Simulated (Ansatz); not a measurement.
# Sr2Pt (fluorite type): a relaxation

Aim: a sound relaxation of Sr2Pt (fluorite type). The structure is shown as the input types it.

Computed with Ansatz 0.2.0 (DFT, LDA, PAW with Ansatz's default frozen-core files, scalar-relativistic, unless a step's input says otherwise).

**1. The starting structure**

The structure is cubic, space group Fm-3m (No. 225). Conventional cell: a = 7.763 Å, b = 7.763 Å, c = 7.763 Å, α = 90.00°, β = 90.00°, γ = 90.00°. Around Pt (site symmetry m-3m) lie 8 Sr at 3.36 Å. Around Sr (site symmetry -43m) lie 4 Pt at 3.36 Å.

Coordinates:

```
CELL_PARAMETERS angstrom
0.00000 3.88129 3.88129
3.88129 0.00000 3.88129
3.88129 3.88129 0.00000
ATOMIC_POSITIONS crystal
Pt 0.00000 0.00000 0.00000
Sr 0.25000 0.25000 0.25000
Sr 0.75000 0.75000 0.75000
```

**2. Running it**

input.yaml

```yaml
crystal:
  lattice:
    - [0.0, 3.8812947153, 3.8812947153]
    - [3.8812947153, 0.0, 3.8812947153]
    - [3.8812947153, 3.8812947153, 0.0]
  atoms:
    - { symbol: Pt, position: [0.0, 0.0, 0.0] }
    - { symbol: Sr, position: [0.25, 0.25, 0.25] }
    - { symbol: Sr, position: [0.75, 0.75, 0.75] }
kpoints:
  mp_grid: { grid: [8, 8, 8] }
scf:
  occupations: { method: fermi_dirac, width: 0.05 }
  max_iter: 75
hamiltonian:
  xc: lda
  pseudopotentials: { kind: paw }
output:
  forces: true
  stress: true
relax:
  f_tol: 0.005
  max_steps: 50
  cell: {}
  max_displacement: 2.0
```

Run with:

```sh
$ ansatz run input.yaml --threads 1 --pin off --max-ram 3072MiB --backend cpu --events-out ev --progress --plain --runs-dir out
```

**Question.** How will this run end, and is anything wrong with its input?

This run ends as converged. Convergence says nothing about whether the input makes sense.

In the input, relax.max_displacement is 2.0. The risk: steps too long. It still converged here, which does not make the setting sound.

Run again and compare: delete relax.max_displacement (the default then holds).
